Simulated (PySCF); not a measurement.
# B2H4O3: the cost of one run

Computed with PySCF 2.14.0; each step states its level. No surroundings beyond the atoms listed, unless a continuum is named. Atoms count from 0, parts from 1.

## 1. Starting point

Each species was relaxed by itself at PBE0-D3(BJ)/def2-SVPD.

## 2. Reaction energy: wB97M-D3(BJ)/def2-TZVPD

What the job is given:

```
{"job": {"kind": "react", "xc": "wB97M-D3(BJ)", "basis": "def2-TZVPD"}, "charge": 0, "multiplicity": 1}
-1 BH3O3 charge 0 multiplicity 1
O      0.083580    -0.135580     1.362380
B      0.009620     0.003970     0.005920
O     -1.096430     0.567590    -0.563210
O      1.041930    -0.419870    -0.781260
H     -0.695920     0.196450     1.813890
H     -1.039380     0.614900    -1.520410
H      1.764410    -0.799010    -0.275290

-1 BH3O charge 0 multiplicity 1
B     -0.402700     0.112570    -0.034380
O      0.910350     0.141520    -0.338470
H     -0.822320    -0.648940     0.807980
H     -1.118240     0.872450    -0.637110
H      1.441960    -0.480050     0.166810

+1 B2H4O3 charge 0 multiplicity 1
B      1.748840     0.157990     0.083170
O      0.535370     0.423130    -0.462020
B     -0.708040    -0.014220    -0.040570
O     -1.821060     0.506540    -0.626100
O     -0.820620    -0.953150     0.930850
H      2.717030     0.590610    -0.493100
H      1.834160    -0.477780     1.104550
H     -1.617810     1.156750    -1.303170
H     -1.733740    -1.176640     1.126780

+1 H2O charge 0 multiplicity 1
O      0.004190     0.389370    -0.001960
H     -0.764940    -0.186470    -0.001920
H      0.760750    -0.202860     0.003920
```

With the program's defaults for keys left out, this is: wB97M-D3(BJ)/def2-TZVPD reaction energy of separated species, gas phase.

The run is started by

```console
$ OMP_NUM_THREADS=1 python cluster_run.py task.json out
```

The driver reads the jobs from task.json and runs them one after another.

Q: Estimate the wall time and peak memory of this first job on 1 thread of Arm Neoverse N1, shared host.

About 42 s, with a peak of 0.81 GiB.
